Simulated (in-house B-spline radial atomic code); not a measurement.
# Pd³⁵⁺: isotopes

What do the measured radii and masses of the isotopes do to the energy of Pd³⁵⁺?

Method: Dirac-Hartree-Fock, average of configuration, Fermi nucleus, basis-set limit. Code: in-house B-spline radial atomic code version 1.

### Step 1. The system

| Item | Value |
| --- | --- |
| element | palladium (Z = 46) |
| charge | +35 |
| electrons | 11 |
| configuration | 1s2 2s2 2p6 3s1 |
| Hamiltonian | Dirac-Coulomb |
| nucleus | Fermi, rms radius 4.483 fm |

Settings of the run:

```ini
Z = 46
electrons = 11.0
configuration = 1s2 2s2 2p6 3s1
hamiltonian = dirac
method = hf
spin_polarised = False
nucleus = fermi
rms_radius = 4.4827
mass_number = 102
atomic_mass = 101.905632292
speed_of_light = 137.035999084
```

This reference run was done before. Its total energy is -4024.258134 hartree (electron-nucleus part -8678.6466, recoil term 0.01694593), and its levels are (the highest eight at most):

```csv
orbital,occupation,energy (eV),<r> (bohr)
1s1/2,2,-26574.7,0.03182
2s1/2,2,-5610.12,0.1351
2p1/2,2,-5357.48,0.1147
2p3/2,4,-5190.93,0.1194
3s1/2,1,-2250.06,0.3277
```

### Step 2. Mass number 104

Settings of the run:

```ini
Z = 46
electrons = 11.0
configuration = 1s2 2s2 2p6 3s1
hamiltonian = dirac
method = hf
spin_polarised = False
nucleus = fermi
rms_radius = 4.5078
mass_number = 104
atomic_mass = 103.904030393
speed_of_light = 137.035999084
```

### Step 3. Mass number 105

Settings of the run:

```ini
Z = 46
electrons = 11.0
configuration = 1s2 2s2 2p6 3s1
hamiltonian = dirac
method = hf
spin_polarised = False
nucleus = fermi
rms_radius = 4.515
mass_number = 105
atomic_mass = 104.905079479
speed_of_light = 137.035999084
```

### Step 4. Mass number 106

Settings of the run:

```ini
Z = 46
electrons = 11.0
configuration = 1s2 2s2 2p6 3s1
hamiltonian = dirac
method = hf
spin_polarised = False
nucleus = fermi
rms_radius = 4.5318
mass_number = 106
atomic_mass = 105.903480287
speed_of_light = 137.035999084
```

### Step 5. Mass number 108

Settings of the run:

```ini
Z = 46
electrons = 11.0
configuration = 1s2 2s2 2p6 3s1
hamiltonian = dirac
method = hf
spin_polarised = False
nucleus = fermi
rms_radius = 4.5563
mass_number = 108
atomic_mass = 107.903891806
speed_of_light = 137.035999084
```

### Step 6. Mass number 110

Settings of the run:

```ini
Z = 46
electrons = 11.0
configuration = 1s2 2s2 2p6 3s1
hamiltonian = dirac
method = hf
spin_polarised = False
nucleus = fermi
rms_radius = 4.5782
mass_number = 110
atomic_mass = 109.905172878
speed_of_light = 137.035999084
```

Before running: By how much, and in which direction, does each change move the total energy and the levels?

**Answer**, as computed:

All values are changes from the reference run; energy changes under 1e-04 eV count as noise.

| change | rms radius (fm) | δ<r²> (fm²) | Δ total energy (eV) | Δ recoil term, not in the total or the levels (eV) | Δ 1s1/2 level (eV) | Δ 3s1/2 level (eV) |
| --- | --- | --- | --- | --- | --- | --- |
| mass number 104 | 4.5078 | +0.226 | +0.02718 | -0.008869 | +0.01165 | +0.0003474 |
| mass number 105 | 4.5150 | +0.291 | +0.035 | -0.01318 | +0.015 | +0.0004473 |
| mass number 106 | 4.5318 | +0.443 | +0.0533 | -0.01741 | +0.02284 | +0.0006811 |
| mass number 108 | 4.5563 | +0.665 | +0.08008 | -0.02563 | +0.03432 | +0.001023 |
| mass number 110 | 4.5782 | +0.865 | +0.1041 | -0.03356 | +0.04462 | +0.001331 |

What this shows: The total energy moves by 120 meV for each fm² of δ<r²> (from mass number 110): a larger nucleus binds the s electrons less. For that pair the recoil (mass) term changes by 0.034 eV against 0.10 eV from size, so size rules the shift. The recoil term is approximate.
